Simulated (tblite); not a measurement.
# AsFH6Si: the cost of one run

Computed with tblite 0.8.0 and PySCF 2.14.0; each step states its level. No surroundings beyond the atoms listed, unless a continuum is named. Atoms count from 0, parts from 1.

### 1 The system as given

9 atoms, charge 0, multiplicity 1; geometry: rigid parts in contact. Parts: 1 = atoms 0–4, `F[SiH3]`, charge 0; 2 = atoms 5–8, `[AsH3]`, charge 0.

### 2 Docking the parts with GFN2-xTB

Job settings and geometry (Å):

```
{"job": {"kind": "dock", "xc": "GFN2-xTB", "basis": "xTB"}, "charge": 0, "multiplicity": 1, "parts": [{"atoms": "0-4", "charge": 0, "multiplicity": 1}, {"atoms": "5-8", "charge": 0, "multiplicity": 1}]}
Si    -0.040878     0.018457    -0.082179
F      0.657156    -0.300323     1.328424
H     -0.914614     1.152334     0.174305
H      1.055641     0.326242    -0.986289
H     -0.757304    -1.196709    -0.434261
As     3.847214    -1.686390     0.068832
H      4.282710    -0.305078    -0.304954
H      2.756487    -1.095207     0.904707
H      4.758269    -1.631554     1.254094
```

With the program's defaults for keys left out, this is: GFN2-xTB search for minima from random contacts, gas phase.

The run is started by

```console
> OMP_NUM_THREADS=1 python cluster_run.py task.json out
```

The driver reads the jobs from task.json and runs them one after another.

Q: Estimate the wall time of this first job on 1 thread of Arm Neoverse N1, shared host.

About 2 s.
